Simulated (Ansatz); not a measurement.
**BrHNSi− (SMILES [N-]=[SiH]Br): single points off equilibrium**

One table from this session's results is given with a row withheld; the runs are named, their logs left out.

Program: Ansatz 0.2.0, Gaussian basis. Level of theory: single points in def2-TZVPPD. These are calculated values, not measurements.

Correlated methods freeze the cores. Filled d shells of the heavier atoms are correlated. B3LYP uses VWN-RPA correlation.

### The system as given

SMILES `[N-]=[SiH]Br`, 4 atoms, charge -1, spin multiplicity 1.

Atoms are counted from 1 here; the program's logs count them from 0.

Bond lengths: N1–Si2 1.559 Å, Si2–Br3 2.607 Å, Si2–H4 1.459 Å. Angles: N1–Si2–Br3 120.5°, N1–Si2–H4 151.8°, Br3–Si2–H4 87.6°.

As a file:

```
N     0.1402    1.2400   -1.3949
Si   -0.2144    0.4014   -0.1297
Br    1.1323   -1.7540    0.4510
H    -1.0458    0.1238    1.0371
```

Set-up of the first run:

Input file run/in.yaml:

```yaml
crystal:
  periodic: [false, false, false]
  atoms:
    - {symbol: N, position_ang: [0.140200, 1.240000, -1.394900]}
    - {symbol: Si, position_ang: [-0.214400, 0.401400, -0.129700]}
    - {symbol: Br, position_ang: [1.132300, -1.754000, 0.451000]}
    - {symbol: H, position_ang: [-1.045800, 0.123800, 1.037100]}
basis:
  gaussian: {orbitals: "def2-TZVPPD.json"}
total_charge: -1
correlation: {method: ccsd_t}
output: {forces: true}
```

The basis file named in the input lies beside it (Basis Set Exchange, JSON).

The command line of these runs was not kept.

Steps of the session up to this table: CCSD(T)/def2-TZVPPD; PBE0-D4/def2-TZVPPD; wB97M-V/def2-TZVPPD; r2SCAN-D4/def2-TZVPPD; PBE-D4/def2-TZVPPD; r2SCANh-D4/def2-TZVPPD; B3LYP-D4/def2-TZVPPD.

One of the session's tables, all rows but one given; the rest of the session is left out.

| method | RMS force component (eV/Å) | angle to CCSD(T) forces (°) |
| --- | --- | --- |
| CCSD(T) | 0.912 | reference |
| PBE0-D4 | 0.688 | 27.9 |
| wB97M-V | 0.606 | 35.4 |
| r2SCAN-D4 | 0.732 | 17.2 |
| PBE-D4 | 0.863 | 9.9 |
| r2SCANh-D4 | 0.687 | 24.5 |
| B3LYP-D4 | ? | ? |

Q: Estimate the row for B3LYP-D4 from the others.

The run gave: RMS force component (eV/Å): 0.634; angle to CCSD(T) forces (°): 21.6. In the column «RMS force component (eV/Å)» it lies between wB97M-V (0.606) and r2SCANh-D4 (0.687).
